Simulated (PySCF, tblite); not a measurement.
# BGaH4O2, a small molecule taken as a stand-in for a surface group (gallium hydroxide): NMR shifts, core binding energies and electronic excitations, part 1 of 2

Wanted: the NMR shifts, core binding energies and electronic excitations for `[BH2][Ga]([OH])[OH]`.

Computed with tblite 0.8.0 and PySCF 2.14.0; each step states its level. No surroundings beyond the atoms listed, unless a continuum is named. Atoms count from 0, parts from 1.

### 1 The system as given

8 atoms, charge 0, multiplicity 1; geometry: distance geometry start.

### 2 Relaxing the cluster with GFN2-xTB

What the job is given:

```
{"job": {"kind": "relax", "xc": "GFN2-xTB", "basis": "xTB"}, "charge": 0, "multiplicity": 1}
O      0.665275     1.893691    -0.457738
Ga    -0.510155     0.529946     0.089813
O     -1.557279     0.864597     1.613795
B     -1.432368    -0.548180    -1.403105
H      0.612322     2.804885    -0.146167
H     -1.424011     1.620244     2.214018
H     -0.737186    -1.256344    -2.038529
H     -2.460061    -0.955391    -1.194185
```

Method: GFN2-xTB geometry optimisation, gas phase.

Launch:

```
> OMP_NUM_THREADS=1 python cluster_run.py task.json out
```

The driver reads the jobs from task.json and runs them one after another.

Standard output:

```text
step      E/eV     max force
  0    -343.51360    1.871
  1    -343.64459    1.325
  2    -343.85223    1.491
  3    -343.91579    1.025
  4    -343.95996    0.873
  5    -343.99303    0.556
  6    -344.00615    0.479
  7    -344.01274    0.155
  8    -344.01474    0.143
  9    -344.01905    0.316
 10    -344.02638    0.537
 11    -344.03576    0.570
 12    -344.04272    0.372
 13    -344.04830    0.243
 14    -344.05411    0.389
 15    -344.06047    0.424
 16    -344.06474    0.342
 17    -344.06761    0.195
 18    -344.06991    0.166
 19    -344.07150    0.152
 20    -344.07363    0.201
 21    -344.07675    0.238
 22    -344.07955    0.172
 23    -344.08076    0.067
 24    -344.08097    0.063
 25    -344.08109    0.042
 26    -344.08131    0.052
 27    -344.08175    0.067
 28    -344.08208    0.046
 29    -344.08228    0.049
 30    -344.08250    0.052
 31    -344.08282    0.054
 32    -344.08337    0.087
 33    -344.08412    0.109
 34    -344.08496    0.093
 35    -344.08554    0.046
 36    -344.08578    0.056
 37    -344.08595    0.058
 38    -344.08618    0.055
 39    -344.08648    0.048
 40    -344.08686    0.056
 41    -344.08722    0.135
 42    -344.08761    0.111
 43    -344.08809    0.103
 44    -344.08852    0.049
 45    -344.08871    0.033
 46    -344.08882    0.025
 47    -344.08890    0.024
 48    -344.08900    0.051
 49    -344.08914    0.041
 50    -344.08938    0.058
 51    -344.08959    0.044
 52    -344.08973    0.037
 53    -344.08979    0.026
 54    -344.08986    0.024
 55    -344.08996    0.039
 56    -344.09012    0.057
 57    -344.09034    0.058
 58    -344.09053    0.037
 59    -344.09064    0.024
 60    -344.09068    0.023
 61    -344.09073    0.022
 62    -344.09080    0.032
 63    -344.09100    0.055
 64    -344.09152    0.096
 65    -344.09237    0.153
 66    -344.09340    0.139
 67    -344.09486    0.200
 68    -344.09584    0.180
 69    -344.09706    0.074
 70    -344.09746    0.120
 71    -344.09810    0.104
 72    -344.09863    0.108
 73    -344.09982    0.084
 74    -344.10056    0.113
 75    -344.09753    0.375
 76    -344.10113    0.093
 77    -344.10147    0.039
 78    -344.10187    0.057
 79    -344.10203    0.077
 80    -344.10222    0.046
 81    -344.10238    0.020
 82    -344.10250    0.028
 83    -344.10257    0.014
 84    -344.10263    0.014
 85    -344.10265    0.016
 86    -344.10265    0.006
```

It took 0.55 s on 1 thread of Arm Neoverse V1, shared host.

Along the way: (the energy doesn't fall at every step)

```
step  energy from step 0 (eV)  largest force (eV/Å)
   0                   0.0000                1.8713
   3                  -0.4022                1.0246
   6                  -0.4925                0.4795
   9                  -0.5054                0.3157
  12                  -0.5291                0.3716
  15                  -0.5469                0.4239
  18                  -0.5563                0.1659
  21                  -0.5632                0.2387
  24                  -0.5674                0.0630
  27                  -0.5682                0.0671
  30                  -0.5689                0.0520
  33                  -0.5705                0.1088
  36                  -0.5722                0.0556
  39                  -0.5729                0.0487
  42                  -0.5740                0.1113
  45                  -0.5751                0.0331
  48                  -0.5754                0.0511
  51                  -0.5760                0.0443
  54                  -0.5763                0.0244
  57                  -0.5767                0.0589
  60                  -0.5771                0.0232
  63                  -0.5774                0.0555
  66                  -0.5798                0.1393
  69                  -0.5835                0.0742
  72                  -0.5850                0.1081
  75                  -0.5839                0.3752
  78                  -0.5883                0.0574
  81                  -0.5888                0.0201
  84                  -0.5890                0.0143
  86                  -0.5890                0.0058
```

Distances of close pairs at the start and the end, largest changes first:

```
  bond  before (Å)  after (Å)  change (Å)
O0–Ga1       1.882      1.735      -0.146
Ga1–O2       1.879      1.735      -0.144
 B3–H7       1.125      1.165      +0.040
 O2–H5       0.974      0.953      -0.022
 B3–H6       1.178      1.165      -0.014
 O0–H4       0.964      0.952      -0.012
Ga1–B3       2.060      2.048      -0.011
```

### 3 Optimising the geometry at PBE0-D3(BJ)/def2-SVP

What the job is given:

```
{"job": {"xc": "PBE0", "basis": "def2-SVP", "d3": "d3bj", "grid": 2, "kind": "geom", "shake": 0.01}, "charge": 0, "multiplicity": 1}
O      1.179710     1.398648    -0.413588
Ga     0.073476     0.207169     0.192233
O     -0.523422     0.200981     1.820125
B     -0.482712    -1.265830    -1.093867
H      1.667139     2.209718    -0.290869
H     -0.525105     0.604487     2.692351
H      0.100242    -2.261127    -1.169668
H     -1.443252    -1.122599    -1.764619
```

Standard output:

```text
step   0  E = -2101.72225101  max force = 0.025601
step   1  E = -2101.72973719  max force = 0.012566
step   2  E = -2101.73304731  max force = 0.011878
step   3  E = -2101.73677609  max force = 0.015745
step   4  E = -2101.73822498  max force = 0.003383
step   5  E = -2101.73845288  max force = 0.001414
step   6  E = -2101.73848714  max force = 0.000369
step   7  E = -2101.73849000  max force = 0.000121
optimisation converged
```

It took 36 s on 1 thread of Arm Neoverse V1, shared host; peak memory 0.47 GiB.

Step by step:

```csv
step,energy from step 0 (eV),largest force component (eV/Å)
0,0.0000,1.3165
1,-0.2037,0.6462
2,-0.2938,0.6108
3,-0.3952,0.8096
4,-0.4347,0.1740
5,-0.4409,0.0727
6,-0.4418,0.0190
7,-0.4419,0.0062
```

Close pairs (by a distance rule), those that changed most:

```csv
bond,before (Å),after (Å),change (Å)
Ga1–O2,1.734,1.792,+0.058
O0–Ga1,1.735,1.792,+0.057
B3–H6,1.156,1.208,+0.052
Ga1–B3,2.033,2.070,+0.037
B3–H7,1.180,1.208,+0.027
O0–H4,0.954,0.962,+0.008
O2–H5,0.961,0.962,+0.001
```

The next job starts from the end point, and lists it.

| at the end point | value |
| --- | --- |
| point group (found at 0.08 Å tolerance) | C2v |
| rotational constants (GHz, main isotopes) | 6.213, 5.119, 2.875 |
| dipole moment (D) | 0.92 |

### 4 Nuclear shieldings: PBE0/pcSseg-2

What the job is given:

```
{"job": {"kind": "nmr", "xc": "PBE0", "basis": "pcSseg-2"}, "charge": 0, "multiplicity": 1}
O      1.202215     1.438112    -0.404689
Ga     0.072441     0.159048     0.141881
O     -0.496042     0.233693     1.839424
B     -0.543655    -1.341159    -1.144184
H      1.432457     2.116958     0.236594
H     -0.160677     0.958816     2.375035
H      0.069692    -2.376675    -1.242638
H     -1.530354    -1.217362    -1.829310
```

With the program's defaults for keys left out, this is: GIAO PBE0/pcSseg-2 NMR shielding, non-relativistic, gas phase.

Standard output:

```text
coarse grid: 32848 points
cycle   1  E = -2101.9564206166  dE = -3.168e-01  |g| = 1.550e+00  |ddm| = 1.981e+00
cycle   2  E = -2101.1859856007  dE =  7.704e-01  |g| = 2.631e+00  |ddm| = 1.575e+00
cycle   3  E = -2102.2322744034  dE = -1.046e+00  |g| = 2.401e-01  |ddm| = 1.166e+00
cycle   4  E = -2102.2421033380  dE = -9.829e-03  |g| = 1.324e-01  |ddm| = 1.542e-01
cycle   5  E = -2102.2437327057  dE = -1.629e-03  |g| = 1.973e-02  |ddm| = 4.350e-02
cycle   6  E = -2102.2437839057  dE = -5.120e-05  |g| = 3.210e-03  |ddm| = 1.328e-02
cycle   7  E = -2102.2437862738  dE = -2.368e-06  |g| = 7.502e-04  |ddm| = 3.024e-03
final grid: 68408 points
cycle   8  E = -2102.2437684569  dE = -2.208e-09  |g| = 1.040e-03  |ddm| = 1.502e-03
cycle   9  E = -2102.2437681382  dE =  3.187e-07  |g| = 1.738e-03  |ddm| = 1.356e-03
cycle  10  E = -2102.2437686674  dE = -5.292e-07  |g| = 1.666e-04  |ddm| = 7.753e-04
cycle  11  E = -2102.2437686736  dE = -6.128e-09  |g| = 4.487e-05  |ddm| = 1.112e-04
cycle  12  E = -2102.2437686738  dE = -2.515e-10  |g| = 4.607e-06  |ddm| = 1.935e-05
converged SCF energy = -2102.2437686738

GIAO shielding tensors (ppm)
atom      isotropic    diamagn.    paramagn.     s11        s22        s33       span
  0 O      255.780     383.221    -127.441    160.465    293.536    313.339    152.874
  1 Ga    1448.877    2641.311   -1192.434   1342.253   1429.084   1575.294    233.040
  2 O      255.574     383.192    -127.618    160.229    293.221    313.273    153.044
  3 B      -27.277     188.877    -216.153   -160.219    -68.350    146.739    306.958
  4 H       29.779      32.164      -2.385     23.190     23.717     42.432     19.242
  5 H       29.772      32.154      -2.383     23.185     23.736     42.394     19.208
  6 H       20.302      27.533      -7.231      6.749     27.032     27.125     20.376
  7 H       20.301      27.538      -7.237      6.748     27.028     27.128     20.379
```

It took 25 s on 1 thread of Arm Neoverse V1, shared host; peak memory 0.88 GiB.

Shifts follow as δ = σ(reference) − σ, with reference shieldings (ppm) from runs at the same level and on the same kind of geometry: ¹H TMS 31.25, ¹⁷O H2O 328.2, ¹¹B BF3·OEt2 99.1, ⁷¹Ga GaH4- 1718. The references are single molecules in the gas phase, so shifts against H2O, NH3, PH3, H3PO4 or CFCl3 are not on the usual liquid scales and can be off by tens of ppm. Shifts against hydride references such as AlH4− lie on their own scale. Atoms listed in one row are averaged.

```
 atoms                         environment  σ (ppm)  δ (ppm)
H6, H7    hydrogen on a boron bonded to Ga    20.30    10.94
H4, H5  hydrogen on an oxygen bonded to Ga    29.78     1.47
O0, O2              oxygen bonded to Ga, H    255.7     72.5
   Ga1                 Ga bonded to B, 2 O     1449      269
    B3             boron bonded to Ga, 2 H    -27.3    126.3
```

Charges from the same density, by scheme (e):

```csv
atoms,Mulliken,IAO,Hirshfeld,ESP fit
"O0, O2",-0.57,-0.78,-0.40,-0.79
Ga1,0.69,1.00,0.52,0.71
B3,0.14,-0.23,0.09,0.33
```

Mayer bond orders: O0–Ga1 0.99, Ga1–O2 0.99, Ga1–B3 1.01.

(Continued in part 2 of 2.)
